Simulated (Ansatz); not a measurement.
# C2H6FMoNO2: small, medium and large basis sets

How large a basis does C2H6FMoNO2 need? Two functionals are run in growing sets.

Computed with Ansatz 0.2.0, Gaussian basis. Level: one geometry, several basis sets.

Plan: PBE0-D4/def2-SVP; ωB97M-V/def2-SVP; PBE0-D4/def2-QZVPP; ωB97M-V/def2-QZVPP; the functionals' def2-TZVPP values are taken from earlier runs.

2 further runs of the same task are left out: 2 for a known fault of the program.

## Step 1: Structure used throughout

The geometry comes from an earlier relaxation with PBE0-D4 in a triple-zeta def2 set; it is a stationary point, not always the lowest conformer. Mo takes the def2 core potential; no spin-orbit term is included.

SMILES `C[N]=[Mo](=[O])([F])[O]C`, 13 atoms, charge 0, spin multiplicity 1.

Atoms are counted from 1 here; the program's logs count them from 0.

Bond lengths: C1–N2 1.420 Å, C1–H8 1.095 Å, C1–H9 1.095 Å, C1–H10 1.096 Å, N2–Mo3 1.721 Å, Mo3–O4 1.679 Å, Mo3–F5 1.867 Å, Mo3–O6 1.856 Å, O6–C7 1.404 Å, C7–H11 1.094 Å, C7–H12 1.094 Å, C7–H13 1.093 Å. Angles: N2–C1–H8 110.0°, N2–C1–H9 109.9°, N2–C1–H10 111.4°, H8–C1–H9 107.7°, H8–C1–H10 108.8°, H9–C1–H10 109.0°, C1–N2–Mo3 150.6°, N2–Mo3–O4 107.0°, N2–Mo3–F5 108.3°, N2–Mo3–O6 107.5°, O4–Mo3–F5 111.9°, O4–Mo3–O6 110.3°, F5–Mo3–O6 111.6°, Mo3–O6–C7 135.6°, O6–C7–H11 109.5°, O6–C7–H12 111.2°, O6–C7–H13 108.9°, H11–C7–H12 109.3° and more.

## Step 2: PBE0-D4 in def2-SVP

Input file in.yaml:

```yaml
crystal:
  periodic: [false, false, false]
  atoms:
    - {symbol: C, position_ang: [0.681580, 0.569373, 2.130842]}
    - {symbol: N, position_ang: [0.502648, 0.696724, 0.728059]}
    - {symbol: Mo, position_ang: [-0.459138, 1.150111, -0.625683]}
    - {symbol: O, position_ang: [-1.926063, 1.700029, -0.021886]}
    - {symbol: F, position_ang: [0.447455, 2.480190, -1.570566]}
    - {symbol: O, position_ang: [-0.717043, -0.368430, -1.661023]}
    - {symbol: C, position_ang: [-0.267849, -1.698436, -1.622165]}
    - {symbol: H, position_ang: [0.891271, -0.473674, 2.388415]}
    - {symbol: H, position_ang: [1.537190, 1.170606, 2.454008]}
    - {symbol: H, position_ang: [-0.210088, 0.895564, 2.678391]}
    - {symbol: H, position_ang: [-1.101854, -2.358403, -1.367897]}
    - {symbol: H, position_ang: [0.531465, -1.824895, -0.885703]}
    - {symbol: H, position_ang: [0.110828, -1.973556, -2.609992]}
basis:
  gaussian: {orbitals: def2-SVP}
hamiltonian: {xc: pbe0, dispersion: d4}
output: {orbitals: {seedname: orbitals}}
```

The run is started by

```sh
> ansatz run in.yaml --threads 2 --pin off --events-out ev --progress --plain --max-ram 32768MiB --backend cpu
```

After this run come: ωB97M-V in def2-SVP; PBE0-D4 in def2-QZVPP; ωB97M-V in def2-QZVPP.

Q: Predict the results of all the runs planned. Wanted: PBE0-D4: double and triple zeta above quadruple; ωB97M-V: double and triple zeta above quadruple.

As calculated:

```
                                       quantity           value
PBE0-D4: double and triple zeta above quadruple  13.78, 0.69 eV
ωB97M-V: double and triple zeta above quadruple  14.16, 0.67 eV
```

PBE0-D4 gains 13.09 eV from double to triple zeta, then 0.69 eV more. These are total energies; as a rule much of such shifts cancels in differences, which this series doesn't test.
